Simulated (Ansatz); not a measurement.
# ZrTaN: the cost of one run

Method: DFT PBE, scalar-relativistic, plane waves, PAW, in Ansatz 0.2.0.

## 1. The structure to begin with

It takes space group P4_2/mmc (No. 131, tetragonal). Conventional cell: a = 3.911 Å, b = 3.911 Å, c = 6.303 Å, α = 90.00°, β = 90.00°, γ = 90.00°. Zr (site symmetry -4m2) has 4 N at 2.51 Å in its first shell of neighbours. Ta (site symmetry mmm) is surrounded by 2 N at 1.96 Å. Around N (site symmetry mmm) lie 2 Ta at 1.96 Å and 4 Zr at 2.51 Å.

Coordinates:

```xyz
6
Lattice="3.9112 0.0000 0.0000 0.0000 3.9112 0.0000 0.0000 0.0000 6.3029" Properties=species:S:1:pos:R:3 pbc="T T T"
Zr    0.0000    0.0000    4.7272
Zr    0.0000    0.0000    1.5757
Ta    1.9556    1.9556    0.0000
Ta    1.9556    1.9556    3.1514
N     1.9556    0.0000    3.1514
N     0.0000    1.9556    0.0000
```

The cell was relaxed beforehand at this level, from a database cell with other species swapped in; it needn't be the stable form of this composition. At a tolerance of 0.05 Å it has space group P4_2/mmc (No. 131); it has 16.07 Å³/atom, an uncorrected energy of -0.63 eV/atom over the elements.

## 2. Static run: bands, density of states and charges

input.yaml reads:

```yaml
crystal:
  lattice:
    - [3.9111939869, 0.0, 0.0]
    - [0.0, 3.9111939869, 0.0]
    - [0.0, 0.0, 6.3028903533]
  atoms:
    - { symbol: Zr, position: [0.0, 0.0, 0.75] }
    - { symbol: Zr, position: [0.0, 0.0, 0.25] }
    - { symbol: Ta, position: [0.5, 0.5, 0.0] }
    - { symbol: Ta, position: [0.5, 0.5, 0.5] }
    - { symbol: "N", position: [0.5, 0.0, 0.5] }
    - { symbol: "N", position: [0.0, 0.5, 0.0] }
basis:
  ecutwfc: 420
kpoints:
  mp_grid: { grid: [10, 10, 6] }
  band_path:
    path:
      - [[0.0, 0.0, 0.0], [0.0, 0.5, 0.0], [0.5, 0.5, 0.0], [0.0, 0.0, 0.0], [0.0, 0.0, 0.5], [0.0, 0.5, 0.5], [0.5, 0.5, 0.5], [0.0, 0.0, 0.5]]
      - [[0.0, 0.5, 0.0], [0.0, 0.5, 0.5]]
      - [[0.5, 0.5, 0.0], [0.5, 0.5, 0.5]]
    npoints: 14
hamiltonian:
  xc: pbe
scf:
  occupations: { method: gaussian, width: 0.1 }
  n_extra_bands: 15
output:
  forces: true
  stress: true
  eigenvalues: true
  populations: true
  dos: { projected: true, de: 0.02, nscf_kmesh: { grid: [12, 12, 8] } }
  bader: true
  write_density: true
  write_potential: true
  elf: true
  volumetric_format: npy
```

Started as:

```sh
$ ansatz run input.yaml --threads 1 --pin off --max-ram 2560MiB --backend cpu --events-out ev --progress --plain --runs-dir out
```

Q: Estimate wall time and peak memory on 1 thread of Arm Neoverse V1, shared host.

About 2.3 min, with a peak of 0.64 GiB.
